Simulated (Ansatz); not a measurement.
The system is MgB.

```xyz
2
Lattice="2.8952 0.0000 0.0000 0.0000 2.8952 0.0000 0.0000 0.0000 2.8952" Properties=species:S:1:pos:R:3 pbc="T T T"
Mg    0.0000    0.0000    0.0000
B     1.4476    1.4476    1.4476
```

The cell was built by a generator and needn't be a form met in nature.

* Program: Ansatz 0.2.0
* Task: single point
* Functional: PBE
* Potentials or basis: Ansatz PAW
* Cutoff: 420 eV (not typed: the program's choice for these potentials)
* k mesh: 9 × 9 × 9
* Occupations: fermi-dirac, width 0.05 eV
* Spin: no spin polarisation

On this cell: pressure 0.2 GPa; largest force zero by symmetry; band gap on the k mesh none (metal or under the smearing width).

The same run follows on a disturbed copy (atoms moved at random, drawn with an rms of 0.05 Å):

```
Mg B
1.0
     2.89515    0.00000    0.00000
     0.00000    2.89515    0.00000
     0.00000    0.00000    2.89515
Mg B
1 1
Direct
  0.99479 0.00429 0.99608
  0.50673 0.48562 0.50272
```

Q: What does the disturbed cell give?

A: The energy (extrapolated to zero smearing) moves by +4.6 meV/atom; pressure 0.3 GPa; largest force 0.277 eV/Å; band gap on the k mesh none (metal or under the smearing width).

Forces in eV/Å, atoms in the order of the input:
```
Mg   0.144 -0.223  0.080
B   -0.144  0.223 -0.080
```

Stress tensor (GPa, compression positive):
```
 0.35 -0.19  0.07
-0.19  0.26 -0.11
 0.07 -0.11  0.39
```
